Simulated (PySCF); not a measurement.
# CH6BFSi: electronic excitations and core binding energies

Aim: predict the electronic excitations and core binding energies of CH6BFSi (`C[SiH2]BF`).

Computed with PySCF 2.14.0, with density-fitted response routines of our own, on a single molecule in the gas phase. Atoms count from 0, in the outputs and in this text.

## Step 1: The molecule as given

10 atoms, charge 0, multiplicity 1; geometry from: GFN2-xTB.

Bonds of the start (Å): C0–Si1 1.91, Si1–B2 1.98, B2–F3 1.32, C0–H4 1.09, C0–H5 1.09, C0–H6 1.09, Si1–H7 1.48, Si1–H8 1.47, B2–H9 1.18.

## Step 2: Excited states and response: PBE0/def2-SVPD

The job: settings as JSON, then the geometry in Å.

```
{"job": {"kind": "uv", "xc": "PBE0", "basis": "def2-SVPD", "nstates": 8, "ntriplets": 3}, "charge": 0, "multiplicity": 1}
C     -1.406699    -0.485577    -0.003585
Si     0.074850     0.705435    -0.143643
B      1.793348    -0.217353     0.192385
F      2.892107     0.214467    -0.391648
H     -1.327325    -1.307283    -0.710547
H     -1.469921    -0.918057     0.991194
H     -2.343891     0.024608    -0.200567
H     -0.162875     1.798396     0.820371
H     -0.010531     1.340954    -1.470540
H      1.969820    -1.150936     0.894053
```

Level: TDDFT PBE0/def2-SVPD, vertical, gas phase, core orbitals frozen in the response.

Run with:

```sh
> OMP_NUM_THREADS=1 python probes_run.py task.json out
```

One launch serves the whole session: the jobs run in the order shown.

Output:

```text
coarse grid: 8608 points
cycle   1  E = -455.3143789927  dE =  5.640e-02  |g| = 4.589e-01  |ddm| = 3.509e+00
cycle   2  E = -455.2712645558  dE =  4.311e-02  |g| = 6.803e-01  |ddm| = 1.063e+00
cycle   3  E = -455.3577261694  dE = -8.646e-02  |g| = 6.033e-02  |ddm| = 5.758e-01
cycle   4  E = -455.3583383991  dE = -6.122e-04  |g| = 2.455e-02  |ddm| = 7.798e-02
cycle   5  E = -455.3584879784  dE = -1.496e-04  |g| = 2.101e-03  |ddm| = 3.036e-02
cycle   6  E = -455.3584896871  dE = -1.709e-06  |g| = 4.568e-04  |ddm| = 5.456e-03
final grid: 78184 points
cycle   7  E = -455.4162881863  dE = -2.556e-05  |g| = 4.678e-03  |ddm| = 4.038e-02
cycle   8  E = -455.4162861897  dE =  1.997e-06  |g| = 5.437e-03  |ddm| = 1.078e-02
cycle   9  E = -455.4162940515  dE = -7.862e-06  |g| = 2.883e-04  |ddm| = 5.639e-03
cycle  10  E = -455.4162940786  dE = -2.712e-08  |g| = 7.251e-05  |ddm| = 6.279e-04
cycle  11  E = -455.4162940802  dE = -1.630e-09  |g| = 1.368e-05  |ddm| = 1.484e-04
cycle  12  E = -455.4162940803  dE = -6.492e-11  |g| = 4.821e-06  |ddm| = 3.282e-05
converged SCF energy = -455.4162940803

Static polarisability (au): isotropic 55.375, principal 48.312 55.735 62.077

Singlet excitations
state   eV       nm        f      main configurations
  1   4.6526    266.5   0.00472   H->L 0.98
  2   6.0532    204.8   0.01436   H-1->L 0.98
  3   6.5341    189.7   0.05336   H-2->L 0.96
  4   7.3282    169.2   0.03525   H->L+1 0.94
  5   7.7284    160.4   0.00231   H->L+2 0.95
  6   8.0095    154.8   0.01053   H-3->L 0.90
  7   8.3465    148.5   0.12608   H-1->L+1 0.85
  8   8.4777    146.2   0.03127   H->L+3 0.49, H-2->L+1 0.45

Triplet excitations (Tamm-Dancoff, eV): 3.7719 5.8137 5.9232
```

Run time: 21 s. Hardware: 1 thread of Intel Xeon at 2.50GHz, shared host; peak memory 0.52 GiB.

Frontier orbitals and where they lie:

| orbital | eV | atoms |
| --- | --- | --- |
| HOMO−3 | -11.15 | C0 35 %, H6 19 %, B2 11 % |
| HOMO−2 | -9.40 | Si1 37 %, H7 26 %, H8 17 % |
| HOMO−1 | -9.13 | C0 38 %, Si1 29 %, H8 13 % |
| HOMO | -8.20 | B2 30 %, Si1 25 %, F3 17 % |
| LUMO | -1.82 | B2 47 %, Si1 19 %, F3 16 % |
| LUMO+1 | 0.39 | Si1 26 %, B2 17 %, C0 16 % |
| LUMO+2 | 0.70 | B2 48 %, Si1 20 %, C0 7 % |

With each of the 8 states as a Gaussian band of 0.4 eV half-width at 1/e, the curve within the window shown has maxima at 266 nm (ε 190), 190 nm (ε 2,300), 169 nm (ε 1,500), 148 nm (ε 6,500) L/(mol cm). Beyond the last state computed it falls off for lack of states. The curve at chosen wavelengths:

nm, ε (L/mol/cm) and a bar:
```
      141       2329 ###########
      148       6467 ##############################
      154       3730 #################
      161       1319 ######
      167       1501 #######
      174       1350 ######
      180       1442 #######
      187       2200 ##########
      193       2243 ##########
      200       1554 #######
      207        886 ####
      213        491 ##
      220        203 #
      226         79 
      233         32 
      239         38 
      246         78 
      253        132 #
      259        172 #
      266        191 #
      272        180 #
      279        144 #
      285        106 
      292         67 
      298         41 
      305         22
```

Ground-state properties from the same run:

| property | computed |
| --- | --- |
| dipole moment (D) | 1.19 |
| polarisability (Å³) | 8.21 |
| HOMO–LUMO gap (eV) | 6.38 |
| −ε(HOMO) (eV) | 8.20 |

## Step 3: Core holes by ΔSCF: SCAN, X2C

Same as in step 2 but for these lines:

```diff
@@ -1,2 +1,2 @@
-{"job": {"kind": "uv", "xc": "PBE0", "basis": "def2-SVPD", "nstates": 8, "ntriplets": 3}, "charge": 0, "multiplicity": 1}
+{"job": {"kind": "xps"}, "charge": 0, "multiplicity": 1}
 C     -1.406699    -0.485577    -0.003585
```

Method: delta-SCF UKS SCAN, pcX-2 on the ionised atom, pcseg-1 elsewhere, spin-free X2C.

Output:

```text
ground state, core basis on atom 0 (C), 121 functions
  cycle   1  E = -456.43869215  |g| = 5.40e-01
  cycle   2  E = -456.33142240  |g| = 9.21e-01
  cycle   3  E = -456.49815251  |g| = 1.18e-01
  cycle   4  E = -456.50051227  |g| = 4.22e-02
  cycle   5  E = -456.50091867  |g| = 6.18e-03
  cycle   6  E = -456.50092959  |g| = 1.96e-03
  cycle   7  E = -456.50093319  |g| = 4.34e-04
  E(ground) = -456.52870158 Eh
hole in C 1s of atom 0
  cycle   1  E = -445.27176186  |g| = 1.50e+00
  cycle   2  E = -444.76910636  |g| = 1.69e+00
  cycle   3  E = -445.80235964  |g| = 2.99e-01
  cycle   4  E = -445.83137364  |g| = 1.36e-01
  cycle   5  E = -445.83638345  |g| = 6.03e-02
  cycle   6  E = -445.83755869  |g| = 8.10e-03
  cycle   7  E = -445.83759002  |g| = 3.39e-03
  cycle   8  E = -445.83760133  |g| = 8.98e-04
  cycle   9  E = -445.83760097  |g| = 4.71e-04
  E(ion) = -445.86420230 Eh   <S^2> = 0.7668   hole on atom = 1.000   binding energy = 290.196 eV
ground state, core basis on atom 1 (Si), 132 functions
  cycle   1  E = -456.59395543  |g| = 2.85e-01
  cycle   2  E = -456.59397332  |g| = 3.29e-02
  cycle   3  E = -456.59388032  |g| = 3.15e-02
  cycle   4  E = -456.59409654  |g| = 8.89e-03
  cycle   5  E = -456.59411314  |g| = 1.90e-03
  cycle   6  E = -456.59411177  |g| = 2.48e-04
  E(ground) = -456.58063393 Eh
hole in Si 1s of atom 1
  cycle   1  E = -387.69015542  |g| = 4.35e+00
  cycle   2  E = -387.97445423  |g| = 2.05e+00
  cycle   3  E = -388.51667321  |g| = 6.65e-01
  cycle   4  E = -388.69240049  |g| = 3.80e-01
  cycle   5  E = -388.73907637  |g| = 1.41e-01
  cycle   6  E = -388.74650040  |g| = 2.76e-02
  cycle   7  E = -388.74667311  |g| = 1.83e-02
  cycle   8  E = -388.74686028  |g| = 3.17e-03
  cycle   9  E = -388.74686544  |g| = 5.13e-04
  cycle  10  E = -388.74686629  |g| = 1.25e-04
  E(ion) = -388.74105551 Eh   <S^2> = 0.7523   hole on atom = 1.000   binding energy = 1846.009 eV
hole in Si 2p of atom 1
  cycle   1  E = -452.34704812  |g| = 1.23e+00
  cycle   2  E = -452.30610516  |g| = 1.03e+00
  cycle   3  E = -452.63625544  |g| = 2.64e-01
  cycle   4  E = -452.66061910  |g| = 1.50e-01
  cycle   5  E = -452.66728061  |g| = 4.15e-02
  cycle   6  E = -452.66802938  |g| = 1.24e-02
  cycle   7  E = -452.66810368  |g| = 3.85e-03
  cycle   8  E = -452.66811188  |g| = 5.09e-04
  cycle   9  E = -452.66811253  |g| = 1.77e-04
  E(ion) = -452.66586851 Eh   <S^2> = 0.7522   hole on atom = 1.002   binding energy = 106.526 eV
  2p3/2 = 106.335 eV   2p1/2 = 106.958 eV
ground state, core basis on atom 2 (B), 121 functions
  cycle   1  E = -456.49615936  |g| = 5.42e-02
  cycle   2  E = -456.49592895  |g| = 4.87e-02
  cycle   3  E = -456.49632216  |g| = 2.58e-02
  cycle   4  E = -456.49642603  |g| = 6.21e-03
  cycle   5  E = -456.49643644  |g| = 8.76e-04
  cycle   6  E = -456.49643743  |g| = 2.19e-04
  E(ground) = -456.52630692 Eh
hole in B 1s of atom 2
  cycle   1  E = -448.83075913  |g| = 1.15e+00
  cycle   2  E = -446.93409453  |g| = 1.90e+00
  cycle   3  E = -449.03443291  |g| = 5.26e-01
  cycle   4  E = -449.19322855  |g| = 2.66e-01
  cycle   5  E = -449.21817373  |g| = 1.63e-01
  cycle   6  E = -449.22716502  |g| = 5.39e-02
  cycle   7  E = -449.22832531  |g| = 1.69e-02
  cycle   8  E = -449.22851401  |g| = 1.14e-02
  cycle   9  E = -449.22864173  |g| = 2.31e-03
  cycle  10  E = -449.22865029  |g| = 2.67e-03
  cycle  11  E = -449.22865801  |g| = 6.98e-04
  cycle  12  E = -449.22865879  |g| = 1.90e-04
  E(ion) = -449.25990461 Eh   <S^2> = 0.8277   hole on atom = 1.000   binding energy = 197.729 eV
ground state, core basis on atom 3 (F), 121 functions
  cycle   1  E = -456.54498903  |g| = 1.25e-01
  cycle   2  E = -456.54386446  |g| = 1.06e-01
  cycle   3  E = -456.54473534  |g| = 6.95e-02
  cycle   4  E = -456.54538831  |g| = 1.55e-03
  cycle   5  E = -456.54538992  |g| = 5.19e-04
  cycle   6  E = -456.54539023  |g| = 1.29e-04
  E(ground) = -456.57598920 Eh
hole in F 1s of atom 3
  cycle   1  E = -430.17160927  |g| = 2.58e+00
  cycle   2  E = -429.78910952  |g| = 2.21e+00
  cycle   3  E = -430.90755728  |g| = 4.83e-01
  cycle   4  E = -430.90108760  |g| = 4.52e-01
  cycle   5  E = -431.05666499  |g| = 6.69e-02
  cycle   6  E = -431.06018614  |g| = 1.56e-02
  cycle   7  E = -431.06034261  |g| = 4.89e-03
  cycle   8  E = -431.06035933  |g| = 1.43e-03
  cycle   9  E = -431.06036052  |g| = 6.14e-04
  cycle  10  E = -431.06036105  |g| = 1.06e-04
  E(ion) = -431.09840659 Eh   <S^2> = 0.7565   hole on atom = 1.000   binding energy = 693.280 eV
```

It took 54 s on 1 thread of Intel Xeon at 2.50GHz, shared host; peak memory 0.39 GiB.

The holes in one table. −ε is the ground-state orbital energy:

| hole | stands for | environment | ΔSCF (eV; 2p as the shell's mean) | −ε (eV) | ⟨S²⟩ |
| --- | --- | --- | --- | --- | --- |
| C1s on C0 | C0 | methyl carbon bonded to Si | 290.20 | 273.2 | 0.767 |
| Si1s on Si1 | Si1 | silicon bonded to C, B, 2 H | 1846.01 | 1792.8 | 0.752 |
| Si2p on Si1 | Si1 | silicon bonded to C, B, 2 H | 106.54 | 95.7 | 0.752 |
| B1s on B2 | B2 | boron bonded to F, Si, H | 197.73 | 181.7 | 0.828 |
| F1s on F3 | F3 | fluorine bonded to B | 693.28 | 667.2 | 0.756 |

With the spin-orbit splitting: Si1 2p3/2 106.33, 2p1/2 106.96 eV. The table gives each 2p level as the mean over the whole 2p shell (two parts 2p3/2, one part 2p1/2), which differs a little from the single hole in the log.

## Step 4: Outcome

```
                                quantity                        value
         lowest singlet (PBE0/def2-SVPD)  4.65 eV (266 nm), f = 0.005
brightest single state of those computed  state 7, 8.35 eV, f = 0.126
                          lowest triplet                      3.77 eV
        C1s binding energies, SCAN/pcX-2                 C0 290.20 eV
       Si1s binding energies, SCAN/pcX-2               Si1 1846.01 eV
       Si2p binding energies, SCAN/pcX-2                Si1 106.54 eV
        B1s binding energies, SCAN/pcX-2                 B2 197.73 eV
        F1s binding energies, SCAN/pcX-2                 F3 693.28 eV
```

**Reading.** The lowest singlet, at 4.65 eV, is HOMO→LUMO 0.98 and is weak; of the 8 states computed, the strongest absorption comes from state 7 at 8.35 eV. The lowest triplet lies 0.88 eV below the lowest singlet (triplets in Tamm-Dancoff, singlets in full TDDFT). States above −ε(HOMO) lie where TDDFT describes them poorly and they hang on the basis; the brightest is among them.
